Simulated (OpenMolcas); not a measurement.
**Pd²⁺ among point charges: CASSCF levels and susceptibility**

How does a field of 6 point charges split the states of Pd²⁺, and what χT follows?

Method: state-averaged CASSCF, spin-orbit coupling by RASSI with atomic mean-field integrals. Code: OpenMolcas 26.06.

1 further run of the same task is left out (it didn't finish).

## (1) The system

- Species: Pd²⁺ (palladium, Z = 46, 44 electrons)
- Basis: ANO-RCC-VDZP [6s5p3d1f], 43 functions
- Scalar Hamiltonian: DKH2, point nucleus
- Inactive shells: 1s 2s 2p 3s 3p 3d 4s 4p
- Active space: 8 electrons in 5 orbitals (4d)
- Some configurations of this space: 4d8
- Orbitals: optimised for each spin and parity, averaged over all roots

Outer shells as boxes (Hund's rule):

4d8
```
4d [↑↓][↑↓][↑↓][↑ ][↑ ]
```

The ion sits among 6 point charges of -1.7 e arranged as a tetragonal octahedron (D4h), 2.01 Å from the ion, with the axial distance 2.211 Å. The active orbitals were held to one l.

Each step is its own input file, run in one work folder so that later steps find the files of earlier ones. Labels, J, g values, rates, χT and fits are worked out afterwards by a script from the matrices that RASSI stores. The input lists half of the charges; inversion (Group=XYZ) makes the rest.

## (2) GATEWAY and SEWARD: basis and integrals

a.inp reads:

```
&GATEWAY
Coord
1

Pd 0.0 0.0 0.0
Basis=ANO-RCC-VDZP
Group=XYZ
NoMove
AngMom=0.0 0.0 0.0
AMFI
XField
3 Angstrom 0
2.010000 0.000000 0.000000 -1.700000
0.000000 2.010000 0.000000 -1.700000
0.000000 0.000000 2.211000 -1.700000
&SEWARD
```

On the command line:

```console
> OMP_NUM_THREADS=1 MOLCAS_MEM=1689 MOLCAS_PROJECT=a pymolcas a.inp > a.log
```

Output:

```text
Basis set label: PD.ANO-RCC...6S5P3D1F.

      Electronic valence basis set:
      ------------------
      Associated Effective Charge  46.000000 au
      Associated Actual Charge     46.000000 au
      Nuclear Model: Point charge

      Shell  nPrim  nBasis  Cartesian Spherical Contaminant
         s      21       6        X
         p      18       5        X
         d      13       3                 X
         f       6       1                 X
                  Relativistic Douglas-Kroll-Hess integrals:
                    - DKH order of Hamiltonian: 2
                    - DKH order of Properties : 0
                  Atomic mean-field integrals
```

## (3) Reference wave functions, triplets of even parity, 10 roots

a.inp reads:

```
&RASSCF
FileOrb=start.orb
Symmetry=1
Spin=3
nActEl=8 0 0
Inactive=9 9
Ras2=5 0
CIRoot=10 10 1
SDav=10
CIMx=300
Iter=120 100
PrWF=0.3
OrbListing=Nothing
MaxOrb=0
SupSym
1
15 4 5 6 7 8 10 11 12 13 14 17 18 19 20 21
0
>>> COPY $Project.JobIph JOB001
```

start.orb holds the contracted functions of the basis, ordered by shell, or the orbitals of the step before.

Output, shortened:

```text
[...]
      Number of active orbitals                  5
[...]
      Spin quantum number                      1.0
[...]
      Active orbitals                            5   0
[...]
      Number of CSFs                            10
      Number of root(s) required                10
[...]
      Convergence after  9 iterations
[...]
      Natural orbitals and occupation numbers for root  1
      sym 1:   1.000000   2.000000   1.000000   2.000000   2.000000
      Natural orbitals and occupation numbers for root  2
      sym 1:   1.930874   1.930874   1.069126   1.069126   2.000000
      Natural orbitals and occupation numbers for root  3
      sym 1:   1.930874   1.069126   2.000000   1.930874   1.069126
::    RASSCF root number  1 Total energy:  -5046.27886547
::    RASSCF root number  2 Total energy:  -5046.24852130
::    RASSCF root number  3 Total energy:  -5046.24852130
[...]
::    RASSCF root number  7 Total energy:  -5046.21866097
::    RASSCF root number  8 Total energy:  -5046.17384824
::    RASSCF root number  9 Total energy:  -5046.16600451
::    RASSCF root number 10 Total energy:  -5046.16600451
```

## (4) Reference wave functions, singlets of even parity, 15 roots

a.inp reads:

```
&RASSCF
FileOrb=start.orb
Symmetry=1
Spin=1
nActEl=8 0 0
Inactive=9 9
Ras2=5 0
CIRoot=15 15 1
SDav=15
CIMx=300
Iter=120 100
PrWF=0.3
OrbListing=Nothing
MaxOrb=0
SupSym
1
15 4 5 6 7 8 10 11 12 13 14 17 18 19 20 21
0
>>> COPY $Project.JobIph JOB002
```

Output, shortened:

```text
[...]
      Number of active orbitals                  5
[...]
      Spin quantum number                      0.0
[...]
      Active orbitals                            5   0
[...]
      Number of CSFs                            15
      Number of root(s) required                15
[...]
      Convergence after  7 iterations
[...]
      Natural orbitals and occupation numbers for root  1
      sym 1:   0.434588   1.962252   1.652433   1.962252   1.988474
      Natural orbitals and occupation numbers for root  2
      sym 1:   1.033997   1.966003   1.033997   1.966003   2.000000
      Natural orbitals and occupation numbers for root  3
      sym 1:   1.161322   1.161322   2.000000   1.838678   1.838678
::    RASSCF root number  1 Total energy:  -5046.21891701
::    RASSCF root number  2 Total energy:  -5046.21130521
::    RASSCF root number  3 Total energy:  -5046.18652506
[...]
::    RASSCF root number 12 Total energy:  -5046.13847060
::    RASSCF root number 13 Total energy:  -5046.13048745
::    RASSCF root number 14 Total energy:  -5046.12864981
::    RASSCF root number 15 Total energy:  -5046.02118400
```

## (5) RASSI: spin-orbit coupling between the states

a.inp reads:

```
&RASSI
NrOfJobIphs=2 10 15
1 2 3 4 5 6 7 8 9 10
1 2 3 4 5 6 7 8 9 10 11 12 13 14 15
IphNames
JOB001
JOB002
EJob
SpinOrbit
DIPRint=1.0
SOCoupling=1000.0
Subsets=2
Property=9
'ANGMOM' 1 'ANGMOM' 2 'ANGMOM' 3 'MLTPL  1' 1 'MLTPL  1' 2 'MLTPL  1' 3
'AMFI' 1 'AMFI' 2 'AMFI' 3
SOProperty=3
'ANGMOM' 1 'ANGMOM' 2 'ANGMOM' 3
```

Output:

```text
SPIN-FREE ENERGIES:
  (Shifted by EMIN (a.u.) =      -5046.2788654716)

 SF State       Relative EMIN(au)   Rel lowest level(eV)    D:o, cm**(-1)      L_eff

     1             0.0000000000        0.0000000000              0.0000         3.0
     2             0.0303441729        0.8257070080           6659.7762         3.0
     3             0.0303441729        0.8257070080           6659.7762         3.0
     4             0.0373091796        1.0152344977           8188.4184         3.0
     5             0.0499577912        1.3594207517          10964.4678         2.6
    11             0.0599484636        1.6312807980          13157.1670         2.8
     7             0.0602044968        1.6382478163          13213.3597         3.0
     6             0.0602044968        1.6382478163          13213.3597         3.0
    12             0.0675602589        1.8384082986          14827.7629         2.6
    13             0.0923404112        2.5127105960          20266.3777         2.5
    14             0.0923404112        2.5127105960          20266.3777         2.5
    15             0.1001450920        2.7250867799          21979.3072         4.0
    16             0.1002295226        2.7273842521          21997.8375         2.4
     8             0.1050172299        2.8576644066          23048.6178         1.7
    17             0.1102287280        2.9994764936          24192.4094         3.6
    10             0.1128609656        3.0711033279          24770.1188         1.1
     9             0.1128609656        3.0711033279          24770.1188         1.1
    18             0.1289430818        3.5087200016          28299.7353         3.8
    19             0.1289430818        3.5087200016          28299.7353         3.8
    20             0.1368081759        3.7227401165          30025.9240         3.8
    21             0.1403948743        3.8203391515          30813.1133         3.9
    22             0.1403948743        3.8203391515          30813.1133         3.9
    23             0.1483780173        4.0375715382          32565.2106         3.6
    24             0.1502156587        4.0875763101          32968.5263         3.7
    25             0.2576814669        7.0118699233          56554.5449         0.5
     Dipole printing threshold changed to   1.00000000E+00
Eigenvalues of complex Hamiltonian:
   -----------------------------------
  (Shifted by EMIN (a.u.) =      -5046.2788654716)

 SO State       Relative EMIN(au)   Rel lowest level(eV)    D:o, cm**(-1)     J-value

     1            -0.0033043526        0.0000000000              0.0000         3.1
     2            -0.0032454155        0.0016037614             12.9352         2.8
     3            -0.0032454155        0.0016037614             12.9352         2.8
     4             0.0224295135        0.7002541700           5647.9308         2.4
     5             0.0242627549        0.7501392095           6050.2808         2.0
     6             0.0289498545        0.8776816887           7078.9802         3.1
     7             0.0291532608        0.8832166550           7123.6227         2.8
     8             0.0291532608        0.8832166550           7123.6227         2.8
     9             0.0348456442        1.0381142987           8372.9565         2.1
    10             0.0362876442        1.0773531172           8689.4389         2.7
    11             0.0362876442        1.0773531172           8689.4389         2.7
    12             0.0363625270        1.0793907839           8705.8738         2.5
    13             0.0419783561        1.2322052783           9938.4058         3.0
    14             0.0491263399        1.4267118263          11507.2069         2.6
    15             0.0491263399        1.4267118263          11507.2069         2.6
    16             0.0538515411        1.5552910994          12544.2687         2.3
    17             0.0583375165        1.6773607101          13528.8265         1.9
    18             0.0588279439        1.6907059191          13636.4629         2.7
    19             0.0631504942        1.8083285057          14585.1530         2.0
    20             0.0631504942        1.8083285057          14585.1530         2.0
    21             0.0636683132        1.8224190783          14698.8011         2.1
    22             0.0716451179        2.0394789912          16449.5074         1.9
    23             0.0761001146        2.1607056261          17427.2662         1.7
    24             0.0878113783        2.4793853479          19997.5915         2.1
    25             0.0878113783        2.4793853479          19997.5915         2.1
    26             0.0939548143        2.6465567584          21345.9198         1.3
    27             0.1008394441        2.8338970777          22856.9214         1.6
    28             0.1039760179        2.9192475994          23545.3198         2.2
    29             0.1086349701        3.0460241454          24567.8416         2.0
    30             0.1086349701        3.0460241454          24567.8416         2.0
    31             0.1105783852        3.0989071664          24994.3719         2.2
    32             0.1106291671        3.1002890109          25005.5172         1.2
    33             0.1149153454        3.2169218637          25946.2246         1.3
    34             0.1149153454        3.2169218636          25946.2246         1.3
    35             0.1162017364        3.2519263468          26228.5548         1.0
    36             0.1168264574        3.2689258711          26365.6652         1.5
    37             0.1177598656        3.2943252017          26570.5247         1.4
    38             0.1303988393        3.6382491972          29344.4588         3.4
    39             0.1303988393        3.6382491972          29344.4588         3.4
    40             0.1376798281        3.8363749950          30942.4511         3.3
    41             0.1411393467        3.9305132933          31701.7277         3.1
Weights of the five most important spin-orbit-free states for each spin-orbit state.

 SO State  Total energy (au)           Spin-free states, spin, and weights
 -------------------------------------------------------------------------------------------------------
    1        -0.003304       1 1.0  0.9236    2 1.0  0.0345    3 1.0  0.0345   16 0.0  0.0030    7 1.0  0.0018
    2        -0.003245       1 1.0  0.9256    3 1.0  0.0315    4 1.0  0.0291    2 1.0  0.0092   13 0.0  0.0026
    3        -0.003245       1 1.0  0.9256    2 1.0  0.0315    4 1.0  0.0291    3 1.0  0.0092   14 0.0  0.0026
    4         0.022430       3 1.0  0.4618    2 1.0  0.4618    5 1.0  0.0326   11 0.0  0.0204    6 1.0  0.0095
    5         0.024263       2 1.0  0.4734    3 1.0  0.4734    6 1.0  0.0231    7 1.0  0.0231   15 0.0  0.0063
    6         0.028950       4 1.0  0.3535    3 1.0  0.2584    2 1.0  0.2584    6 1.0  0.0427    7 1.0  0.0427
    7         0.029153       3 1.0  0.5378    2 1.0  0.2805    5 1.0  0.0708    4 1.0  0.0669    1 1.0  0.0216
    8         0.029153       2 1.0  0.5378    3 1.0  0.2805    5 1.0  0.0708    4 1.0  0.0669    1 1.0  0.0216
    9         0.034846       3 1.0  0.4384    2 1.0  0.4384    1 1.0  0.0706    6 1.0  0.0212    7 1.0  0.0212
   10         0.036288       4 1.0  0.8050    1 1.0  0.0441    7 1.0  0.0380    6 1.0  0.0364    2 1.0  0.0340
   11         0.036288       4 1.0  0.8050    1 1.0  0.0441    6 1.0  0.0380    7 1.0  0.0364    3 1.0  0.0340
   12         0.036363       4 1.0  0.5502    3 1.0  0.2181    2 1.0  0.2181    7 1.0  0.0064    6 1.0  0.0064
```

Time for these steps: 5.4 s (1 thread of Arm Neoverse V1, shared host).

States without spin-orbit coupling:

```
state  degeneracy  E (cm-1)  free-ion L (%)
  3B1           1         0         F (100)
   3E           2      6660          F (99)
  3B2           1      8188         F (100)
  3A2           1     10964          F (74)
  1A1           1     13157          D (66)
   3E           2     13213          F (98)
  1B1           1     14828          D (75)
   1E           2     20266          D (81)
  1A2           1     21979         G (100)
  1B2           1     21998          D (84)
  3A2           1     23049          P (74)
  1A1           1     24192          G (77)
   3E           2     24770          P (97)
   1E           2     28300          G (90)
  1A1           1     30026          G (86)
   1E           2     30813          G (92)
  1B1           1     32565          G (75)
  1B2           1     32969          G (84)
  1A1           1     56555          S (96)
```

With spin-orbit coupling:

```csv
E (cm-1),Degeneracy,Label,2S+1,g
0.0,1,B2,3,
12.9,2,E,3,0.00 0.00 5.24
5648,1,A1,3,
6050,1,A2,3,
7079,1,B1,3,
7124,2,E,3,0.00 0.00 1.44
8373,1,B2,3,
8689,2,E,3,0.00 0.00 2.68
8706,1,B1,3,
9938,1,A1,3,
11507,2,E,3,0.00 0.00 1.95
12544,1,A1,3,
13529,1,B1,3,
13636,1,A2,3,
14585,2,E,3,0.00 0.00 0.33
14699,1,B2,3,
16450,1,A1,3,
17427,1,B1,1,
19998,2,E,1,0.00 0.00 1.59
21346,1,B2,1,
22857,1,A2,1,
23545,1,A1,3,
24568,2,E,3,0.00 0.00 2.69
24994,1,A1,1,
```

Principal g values are given for doublets only; a zero marks a field direction without first-order Zeeman splitting.

Powder χT (cm³ K/mol): 0.39 at 2 K, 0.95 at 5 K, 1.47 at 10 K, 1.71 at 20 K, 1.79 at 50 K, 1.82 at 100 K, 1.83 at 150 K, 1.85 at 200 K, 1.86 at 250 K, 1.87 at 300 K.

Orbitals of the lowest block (energies include the constant potential of the surroundings):

```csv
shell,space,energy (hartree),mean occupation,⟨r²⟩ (bohr²)
1s,inactive,-897.3788,2.000,0.00133
2s,inactive,-132.7028,2.000,0.0224
2p,inactive,-118.6360,6.000,0.0177
3s,inactive,-23.9043,2.000,0.163
3p,inactive,-19.1474,6.000,0.165
3d,inactive,-11.5720,10.000,0.152
4s,inactive,-2.2203,2.000,1.03
4p,inactive,-0.7637,6.000,1.24
4d,RAS2,,8.000,2.38
```

## (6) Summary of results

```
                                            quantity                            value
                                              method                           CASSCF
                              spin-free ground state  3B1, 1-fold in its orbital part
first state of the same spin within the active space                  3E at 6660 cm⁻¹
                                        lowest level                        1-fold B2
                                          next level                        12.9 cm⁻¹
                                         χT at 300 K                   1.87 cm³ K/mol
                           effective moment at 300 K                          3.87 μB
```

The spin-free ground state (3B1) comes to 100 % from free-ion F terms and keeps the highest spin of the shell. χT at 300 K is 1.87, against 1.00 cm³ K/mol for the spin alone, so orbital moment adds to it. The field of point charges can differ much from that of real complexes. This is an electrostatic model: the charges have no orbitals.
